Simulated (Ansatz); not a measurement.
# WS2: the cost of one run

Program: Ansatz 0.2.0. Level of theory: DFT r2SCAN, scalar-relativistic, plane waves, PAW, and further levels as typed in the inputs. These are calculated values, not measurements.

The COD entry's cell or inner coordinates are ideal or old and differ from later refinements, so a difference from it is no clean test against experiment.

## 1. The system as given

Symmetry: P6_3/mmc, No. 194, hexagonal system. The conventional cell has a = 3.180 Å, b = 3.180 Å, c = 12.500 Å, α = 90.00°, β = 90.00°, γ = 120.00°. W (site symmetry -6m2) is surrounded by 6 S at 2.41 Å. S (site symmetry 3m) has 3 W at 2.41 Å in its first shell of neighbours.

Structure file:

```cif
data_structure
_symmetry_space_group_name_H-M 'P 1'
_symmetry_Int_Tables_number 1
_cell_length_a 3.1800
_cell_length_b 3.1800
_cell_length_c 12.5000
_cell_angle_alpha 90.000
_cell_angle_beta 90.000
_cell_angle_gamma 120.000
_cell_volume 109.47
loop_
_atom_site_label
_atom_site_type_symbol
_atom_site_fract_x
_atom_site_fract_y
_atom_site_fract_z
_atom_site_occupancy
W1 W 0.33333 0.66667 0.25000 1
W2 W 0.66667 0.33333 0.75000 1
S1 S 0.33333 0.66667 0.62500 1
S2 S 0.66667 0.33333 0.12500 1
S3 S 0.33333 0.66667 0.87500 1
S4 S 0.66667 0.33333 0.37500 1
```

The structure rests on an entry of the Crystallography Open Database; cell or positions may have been set otherwise for this series.

## 2. Single point: WS2, no spin

Contents of input.yaml:

```yaml
crystal:
  lattice:
    - [3.18, 0.0, 0.0]
    - [-1.59, 2.753960784, 0.0]
    - [0.0, 0.0, 12.5]
  atoms:
    - { symbol: W, position: [0.3333333333, 0.6666666667, 0.25] }
    - { symbol: W, position: [0.6666666667, 0.3333333333, 0.75] }
    - { symbol: S, position: [0.3333333333, 0.6666666667, 0.625] }
    - { symbol: S, position: [0.6666666667, 0.3333333333, 0.125] }
    - { symbol: S, position: [0.3333333333, 0.6666666667, 0.875] }
    - { symbol: S, position: [0.6666666667, 0.3333333333, 0.375] }
scf:
  occupations: { method: fixed }
output:
  forces: false
  stress: false
  eigenvalues: true
  eigenstates:
    kpoints:
      - [0.3333333333333, 0.3333333333333, 0]
      - [0, 0, 0]
      - [0.3333333333333, 0.3333333333333, 0.5]
    e_range: [-2.5, 3]
  write_density: true
  write_potential: true
  elf: true
  volumetric_format: npy
kpoints:
  mp_grid: { grid: [9, 9, 2] }
hamiltonian:
  xc: r2scan
```

Launch:

```
$ ansatz run input.yaml --threads 8 --pin off --max-ram 32768MiB --backend cpu --events-out ev --progress --plain --runs-dir out
```

Q: Estimate wall time and peak memory on 8 threads of AMD EPYC 7R13 (Zen 3), shared host.

About 3.3 s, with a peak of 0.81 GiB.
